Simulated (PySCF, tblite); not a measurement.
**C₆H₈O₄: geometry, infrared bands and NMR shifts**

Wanted: the infrared bands and NMR shifts of C₆H₈O₄ (`O=C1CCC[C@H](C(=O)O)O1`), by calculation.

Programs: tblite 0.8.0 and PySCF 2.14.0, with density-fitted response routines of our own. Each step states its level of theory. These are calculated values for one molecule in the gas phase, unless marked as measured. Atoms count from 0, in the outputs and in this text.

### Step 1. Starting geometry

18 atoms, charge 0, multiplicity 1; geometry from: force field or distance geometry start.

Bonds of the start (Å): O0–C1 1.23, C1–C2 1.49, C2–C3 1.53, C3–C4 1.52, C4–C5 1.52, C5–C6 1.53, C6–O7 1.22, C6–O8 1.35, C5–O9 1.44, O9–C1 1.36, C2–H10 1.11, C2–H11 1.09, C3–H12 1.11, C3–H13 1.09, C4–H14 1.10, C4–H15 1.10, C5–H16 1.11, O8–H17 0.98.

### Step 2. Geometry optimisation with GFN2-xTB

What the job is given:

```
{"job": {"kind": "relax", "xc": "GFN2-xTB", "basis": "xTB"}, "charge": 0, "multiplicity": 1}
O     -1.477800    -1.458900     2.338200
C     -0.952600    -0.795400     1.446200
C     -1.432400    -0.795800     0.037100
C     -1.389000     0.629600    -0.520700
C      0.013600     1.211900    -0.412700
C      0.892200     0.501700     0.605200
C      1.776400    -0.570400    -0.038600
O      1.731700    -1.771700     0.164900
O      2.687900    -0.068800    -0.893900
O      0.123600    -0.011900     1.710400
H     -2.483600    -1.141700     0.024800
H     -0.855700    -1.493300    -0.565400
H     -2.080000     1.255700     0.076000
H     -1.736800     0.646400    -1.551900
H      0.480400     1.221600    -1.409000
H     -0.087300     2.270700    -0.125400
H      1.594500     1.231700     1.048600
H      3.186100    -0.855100    -1.202600
```

The run is started by

```bash
OMP_NUM_THREADS=1 python probes_run.py task.json out
```

This one command runs all jobs of the session in turn.

**Question.** This job is followed by: GFN2-xTB harmonic vibrations, gas phase; GIAO PBE0/pcSseg-1 NMR shielding, non-relativistic, gas phase. What will the session give for the following? strongest single infrared mode (GFN2-xTB); zero-point energy (GFN2-xTB); 13C shifts against TMS (PBE0/pcSseg-1); 1H shifts against TMS (PBE0/pcSseg-1); 17O shifts against H2O (PBE0/pcSseg-1); surface potential, 1st and 99th percentile.

As calculated:

| quantity | value |
| --- | --- |
| strongest single infrared mode (GFN2-xTB) | 1812 cm⁻¹, 696 km/mol |
| zero-point energy (GFN2-xTB) | 86.6 kcal/mol |
| 13C shifts against TMS (PBE0/pcSseg-1) | 179.4, 174.5, 74.7, 32.8, 27.3, 21.4 ppm |
| 1H shifts against TMS (PBE0/pcSseg-1) | 6.34, 5.04, 2.56, 2.42, 2.35, 2.04, 1.96, 1.82 ppm |
| 17O shifts against H2O (PBE0/pcSseg-1) | 467.4, 438.9, 207.7, 201.3 ppm |
| surface potential, 1st and 99th percentile | -2.02 V and 2.68 V |

The optimisation took 45 steps and gained 0.211 eV; among the close pairs (by a distance rule), O0–C1 changed most, from 1.230 to 1.197 Å. No mode is imaginary among the 48: a minimum at this level. The strongest single mode, at 1812 cm⁻¹, moves mainly C6 and O7. Unscaled tight-binding wavenumbers are off by several per cent, some by more. Its intensities can rank the bands wrongly. At PBE0/pcSseg-1: The largest span, 701 ppm, is at O0, where the paramagnetic term is -528 ppm. At PBE0/pcSseg-1, counted by nearest atom on the grid, the HOMO lies on O0 66 %; C2 9 %, the LUMO on C6 42 %; O7 24 %.
